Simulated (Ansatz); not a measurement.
# Mg2Si3: the cost of one run

Program: Ansatz 0.2.0. Level of theory: DFT PBE, scalar-relativistic, plane waves, PAW. These are calculated values, not measurements.

### Step 1. Starting point

Symmetry: C2/m, No. 12, monoclinic system. Conventional cell: a = 11.718 Å, b = 3.891 Å, c = 9.159 Å, α = 90.00°, β = 112.66°, γ = 90.00°. Mg (site symmetry m) has 7 Si at 2.78 to 2.87 Å and 1 Mg at 3.06 Å as nearest neighbours. Mg (site symmetry m) has 6 Si at 2.71 to 3.07 Å and 1 Mg at 3.06 Å as nearest neighbours. Around Si (site symmetry m) lie 3 Si at 2.43 to 2.44 Å and 3 Mg at 2.71 to 3.07 Å. Around Si (site symmetry m) lie 3 Si at 2.43 Å and 4 Mg at 2.78 to 2.87 Å. Si (site symmetry m) is surrounded by 2 Si at 2.43 to 2.47 Å and 6 Mg at 2.74 to 2.81 Å.

Structure file:

```xyz
10
Lattice="5.8592 -1.9453 0.0000 5.8592 1.9453 0.0000 -3.5286 0.0000 8.4521" Properties=species:S:1:pos:R:3 pbc="T T T"
Mg    4.2546    0.0000    0.0011
Mg    3.9351    0.0000    8.4510
Mg    1.4697    0.0000    5.4857
Mg    6.7200    0.0000    2.9665
Si    4.9935    0.0000    5.0500
Si    3.1963    0.0000    3.4022
Si   -1.2140    0.0000    6.4624
Si    9.4037    0.0000    1.9898
Si    8.1953    0.0000    7.2174
Si   -0.0055    0.0000    1.2347
```

(A quick probe on a coarse mesh, which set the mesh and smearing, is not shown.)

### Step 3. The relaxation

The input, input.yaml:

```yaml
crystal:
  lattice:
    - [5.859186, -1.945285, 0.0]
    - [5.859186, 1.945285, 0.0]
    - [-3.528618, 0.0, 8.452149]
  atoms:
    - { symbol: Mg, position: [0.363113, 0.363113, 0.000134] }
    - { symbol: Mg, position: [0.636887, 0.636887, 0.999866] }
    - { symbol: Mg, position: [0.320855, 0.320855, 0.649027] }
    - { symbol: Mg, position: [0.679145, 0.679145, 0.350973] }
    - { symbol: Si, position: [0.606035, 0.606035, 0.59748] }
    - { symbol: Si, position: [0.393965, 0.393965, 0.40252] }
    - { symbol: Si, position: [0.126634, 0.126634, 0.764583] }
    - { symbol: Si, position: [0.873366, 0.873366, 0.235417] }
    - { symbol: Si, position: [0.956484, 0.956484, 0.853918] }
    - { symbol: Si, position: [0.043516, 0.043516, 0.146082] }
basis:
  ecutwfc: 420
kpoints:
  mp_grid: { grid: [10, 10, 6] }
hamiltonian:
  xc: pbe
scf:
  occupations: { method: gaussian, width: 0.1 }
output:
  forces: true
  stress: true
  eigenvalues: true
relax:
  adjacent_minimum: "off"
  f_tol: 0.01
  max_steps: 80
  cell: { stress_tol: 0.05 }
```

Launch:

```console
> ansatz run input.yaml --threads 1 --pin off --max-ram 2560MiB --backend cpu --events-out ev --progress --plain --runs-dir out
```

What time and memory should one allow on 1 thread of Arm Neoverse V2, shared host?

About 7.2 min, with a peak of 1.1 GiB.
